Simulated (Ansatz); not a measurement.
# C4H8AlN: the cost of one run

Program: Ansatz 0.2.0. Level of theory: UKS PBE-D4/STO-3G. These are calculated values, not measurements.

### 1 The structure to begin with

Bond lengths: C1–C2 1.210 Å, C2–Al3 1.947 Å, Al3–C4 1.987 Å, Al3–N5 1.916 Å, N5–C6 1.465 Å, C1–H7 1.074 Å, C4–H8 1.093 Å, C4–H9 1.184 Å, C4–H10 1.070 Å, N5–H11 1.004 Å, C6–H12 1.103 Å, C6–H13 1.117 Å, C6–H14 1.106 Å. Angles (14 of 20 angles, heavy atoms first): C1–C2–Al3 177.5°, C2–Al3–C4 117.7°, C2–Al3–N5 119.8°, C4–Al3–N5 122.5°, Al3–N5–C6 108.3°, C2–C1–H7 174.2°, Al3–C4–H8 111.0°, Al3–C4–H9 107.9°, Al3–C4–H10 114.1°, Al3–N5–H11 107.4°, C6–N5–H11 108.5°, N5–C6–H12 107.2°, N5–C6–H13 113.7°, N5–C6–H14 112.8°.

Structure file:

```xyz
14

C     2.5077    1.5923   -1.8182
C     1.7217    1.0427   -1.0801
Al    0.5112    0.0951    0.1150
C     0.2629    0.8261    1.9456
N    -0.3043   -1.5413   -0.4582
C    -1.7581   -1.3654   -0.4321
H     3.1305    2.1590   -2.4854
H     0.5444    0.0891    2.7023
H    -0.8924    1.0347    2.1015
H     0.7601    1.7584    2.1146
H    -0.0191   -1.7022   -1.4077
H    -2.2087   -2.3182   -0.7586
H    -2.1664   -1.1498    0.5850
H    -2.1023   -0.5498   -1.0949
```

### 2 Relaxing the start

File input.yaml:

```yaml
crystal:
  periodic: [false, false, false]
  atoms:
    - { symbol: C, position_ang: [2.5077, 1.5923, -1.8182] }
    - { symbol: C, position_ang: [1.7217, 1.0427, -1.0801] }
    - { symbol: Al, position_ang: [0.5112, 0.0951, 0.115] }
    - { symbol: C, position_ang: [0.2629, 0.8261, 1.9456] }
    - { symbol: "N", position_ang: [-0.3043, -1.5413, -0.4582] }
    - { symbol: C, position_ang: [-1.7581, -1.3654, -0.4321] }
    - { symbol: H, position_ang: [3.1305, 2.159, -2.4854] }
    - { symbol: H, position_ang: [0.5444, 0.0891, 2.7023] }
    - { symbol: H, position_ang: [-0.8924, 1.0347, 2.1015] }
    - { symbol: H, position_ang: [0.7601, 1.7584, 2.1146] }
    - { symbol: H, position_ang: [-0.0191, -1.7022, -1.4077] }
    - { symbol: H, position_ang: [-2.2087, -2.3182, -0.7586] }
    - { symbol: H, position_ang: [-2.1664, -1.1498, 0.585] }
    - { symbol: H, position_ang: [-2.1023, -0.5498, -1.0949] }
magnetization:
  spin_polarized: true
basis:
  gaussian: { orbitals: STO-3G }
hamiltonian:
  xc: pbe
  dispersion: d4
relax:
  f_tol: 0.02
  max_steps: 40
```

Command:

```
$ ansatz run input.yaml --threads 1 --pin off --max-ram 2048MiB --backend cpu --events-out ev --progress --plain --runs-dir out
```

Q: Estimate wall time and peak memory on 1 thread of an Arm CPU, shared host.

About 46 s, with a peak of 0.16 GiB.
